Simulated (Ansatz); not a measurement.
# WSb2: the cost of one run

Program: Ansatz 0.2.0. Level of theory: DFT PBE, scalar-relativistic, plane waves, PAW. These are calculated values, not measurements.

1 further run of the same task is left out (it didn't finish). Runs told in other sessions of the task aren't counted.

### 1 Starting point

The structure is trigonal, space group P-3m1 (No. 164). The conventional cell has a = 3.465 Å, b = 3.465 Å, c = 6.717 Å, α = 90.00°, β = 90.00°, γ = 120.00°. W (site symmetry -3m) is surrounded by 6 Sb at 2.77 Å. Sb (site symmetry 3m) has 3 W at 2.77 Å in its first shell of neighbours.

Structure file:

```cif
data_structure
_symmetry_space_group_name_H-M 'P 1'
_symmetry_Int_Tables_number 1
_cell_length_a 3.4649
_cell_length_b 3.4649
_cell_length_c 6.7174
_cell_angle_alpha 90.000
_cell_angle_beta 90.000
_cell_angle_gamma 120.000
_cell_volume 69.84
loop_
_atom_site_label
_atom_site_type_symbol
_atom_site_fract_x
_atom_site_fract_y
_atom_site_fract_z
_atom_site_occupancy
W1 W 0.00000 0.00000 0.00000 1
Sb1 Sb 0.33333 0.66667 0.28475 1
Sb2 Sb 0.66667 0.33333 0.71525 1
```

An earlier run at PBE left this cell at 23.281 Å³/atom and 0.01 GPa (12×12×6 mesh).

The changes: atom 1 (W) moved 0.05 Å along x; atom 1 (W) moved 0.02 Å along y; strain e2 = -0.02, atoms carried along; strain e3 = -0.02, atoms carried along; all atoms moved at random (σ = 0.06 Å), cell strained at random (1 %); all atoms moved at random (σ = 0.15 Å), cell strained at random (1 %).

### 2 Atom 1 (W) moved 0.05 Å along x

The input, input.yaml:

```yaml
crystal:
  lattice:
    - [3.4649380352, 0.0, 0.0]
    - [-1.7324690176, 3.0007243611, 0.0]
    - [0.0, 0.0, 6.7174239015]
  atoms:
    - { symbol: W, position: [0.0144302725, 0.0, 0.0] }
    - { symbol: Sb, position: [0.3333333333, 0.6666666667, 0.2847523219] }
    - { symbol: Sb, position: [0.6666666667, 0.3333333333, 0.7152476781] }
basis:
  ecutwfc: 420
  ecutrho_ratio: 4
kpoints:
  mp_grid: { grid: [12, 12, 6] }
hamiltonian:
  xc: pbe
scf:
  occupations: { method: gaussian, width: 0.05 }
output:
  forces: true
  stress: true
  eigenvalues: true
  write_density: true
  write_potential: true
  elf: true
  volumetric_format: npy
```

Command:

```
> ansatz run input.yaml --threads 2 --pin off --max-ram 2662MiB --backend cpu --events-out ev --progress --plain --runs-dir out
```

What time and memory should one allow on 2 threads of Intel Xeon 6975P-C (Granite Rapids), shared host?

About 11 s, with a peak of 0.65 GiB.
